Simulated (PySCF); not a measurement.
# The bond of HoF, level by level

Aim: find the lowest electronic state of HoF, scan its bond at several levels of theory, and get bond length, wavenumber and dissociation energy from each curve.

The runs use PySCF 2.14.0; Ho x2c-TZVPall, F x2c-TZVPall, spin-free X2C with a Gaussian nucleus.

## (1) Set-up

A driver script around PySCF takes these settings:

```json
{
 "atoms": "Ho, F",
 "charge": "0",
 "basis": "Ho x2c-TZVPall, F x2c-TZVPall",
 "Hamiltonian": "spin-free X2C with a Gaussian nucleus",
 "basis functions": "135",
 "electrons treated": "76",
 "masses in u": "164.9303, 18.9984",
 "levels": "PBE0, PBE, r²SCAN, PW91, M06-2X, CAM-B3LYP, HF, MP2, SCS-MP2",
 "grid": "80 radial by 434 angular points",
 "occupations": "held fixed by the projection of orbital angular momentum",
 "dissociation limit": "Ho + F, each in its ground configuration",
 "starting distance in angstrom": "2.110",
 "values of 2S to try": "2, 4, 6"
}
```

Run with:

```
$ OMP_NUM_THREADS=4 python dia.py task.json out
```

After this run come: First curve: PBE0; Higher solutions at PBE0; PBE (GGA); r²SCAN; PW91 (GGA); M06-2X (hybrid meta-GGA); CAM-B3LYP (range-separated hybrid); UHF.

What does the calculation give? Wanted: for each run, Re; ωe; De; μ.

As calculated:

Lowest PBE0 solution found, without spin–orbit coupling: quintet, unpaired electrons σ ↑, π ↑↑, φ ↑, about 10.6 electrons in the 4f shell (Mulliken). The other levels ran on it alone.

| level | Re (Å) | ωe (cm⁻¹) | De (eV) | μ (D) |
| --- | --- | --- | --- | --- |
| UHF | 1.966 | 603 | 7.12 | -2.10 |
| UHF-MP2 | 1.924 | 642 | 5.56 | n/a |
| UHF-SCS-MP2 | 1.936 | 632 | 5.67 | n/a |
| PBE | 1.939 | 600 | 4.96 | -1.77 |
| r²SCAN | 1.928 | 628 | 5.47 | -1.77 |
| M06-2X | 1.947 | 614 | 5.98 | -2.15 |
| CAM-B3LYP | 1.986 | 534 | 5.64 | -2.99 |

De is counted to Ho + F in their ground configurations. A positive dipole means Ho(−)F(+). No constants: PW91 (no minimum is bracketed among the points kept); PBE0 (the points don't follow one smooth fit).

In words: The methods spread over 0.062 Å in bond length, from UHF-MP2 to CAM-B3LYP. Among the levels with a De in the table, it runs from 4.96 eV (PBE) to 7.12 eV (UHF).

Correlated steps freeze 19 core orbitals. Spin–orbit coupling is left out, which matters for elements this heavy, above all for dissociation energies. With d or f electrons several states lie close, and the lowest PBE0 determinant need not be the measured ground state. At some levels the lowest empty orbital lies below the highest filled one (the two can be of opposite spin). With spin–orbit coupling the term label itself may not hold.
